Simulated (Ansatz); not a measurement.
# TiC: the cost of one run

Computed with Ansatz 0.2.0 (DFT r2SCAN, scalar-relativistic, plane waves, PAW, unless a step's input says otherwise).

The COD entry's cell or inner coordinates are ideal or old and differ from later refinements, so a difference from it is no clean test against experiment.

2 further runs of the same task are left out: 2 set aside as unsound or not needed.

**1. The structure to begin with**

Symmetry: Fm-3m, No. 225, cubic system. The conventional cell has a = 4.328 Å, b = 4.328 Å, c = 4.328 Å, α = 90.00°, β = 90.00°, γ = 90.00°. Around Ti (site symmetry m-3m) lie 6 C at 2.16 Å. C (site symmetry m-3m) has 6 Ti at 2.16 Å as nearest neighbours.

Coordinates:

```cif
data_structure
_symmetry_space_group_name_H-M 'Fm-3m'
_symmetry_Int_Tables_number 225
_cell_length_a 4.3278
_cell_length_b 4.3278
_cell_length_c 4.3278
_cell_angle_alpha 90.000
_cell_angle_beta 90.000
_cell_angle_gamma 90.000
_cell_volume 81.06
loop_
_atom_site_label
_atom_site_type_symbol
_atom_site_symmetry_multiplicity
_atom_site_Wyckoff_symbol
_atom_site_fract_x
_atom_site_fract_y
_atom_site_fract_z
_atom_site_occupancy
Ti1 Ti 4 a 0.00000 0.00000 0.00000 1
C1 C 4 b 0.50000 0.00000 0.00000 1
```

It is the result of an earlier relaxation at this level (volume 10.13 Å³/atom; gap on the mesh: none (metal)).

**2. Bands, states and charges**

input.yaml reads:

```yaml
crystal:
  lattice:
    - [0.0, 2.1639062077, 2.1639062077]
    - [2.1639062077, 0.0, 2.1639062077]
    - [2.1639062077, 2.1639062077, 0.0]
  atoms:
    - { symbol: Ti, position: [0.0, 0.0, 0.0] }
    - { symbol: C, position: [0.5, 0.5, 0.5] }
basis:
  ecutwfc: 500
kpoints:
  mp_grid: { grid: [16, 16, 16] }
  band_path:
    path:
      - [[0.0, 0.0, 0.0], [0.5, 0.0, 0.5], [0.625, 0.25, 0.625]]
      - [[0.375, 0.375, 0.75], [0.0, 0.0, 0.0], [0.5, 0.5, 0.5], [0.5, 0.25, 0.75], [0.5, 0.0, 0.5]]
    npoints: 14
hamiltonian:
  xc: r2scan
scf:
  occupations: { method: gaussian, width: 0.1 }
  n_extra_bands: 6
output:
  forces: true
  stress: true
  eigenvalues: true
  populations: true
  dos: { projected: true, de: 0.02, nscf_kmesh: { grid: [24, 24, 24] } }
  bader: true
  write_density: true
  write_potential: true
  elf: true
  volumetric_format: npy
```

Command:

```bash
$ ansatz run input.yaml --threads 1 --pin off --max-ram 2560MiB --backend cpu --events-out ev --progress --plain --runs-dir out
```

What time and memory should one allow on 1 thread of Arm Neoverse V2, shared host?

About 20 s, with a peak of 0.4 GiB.
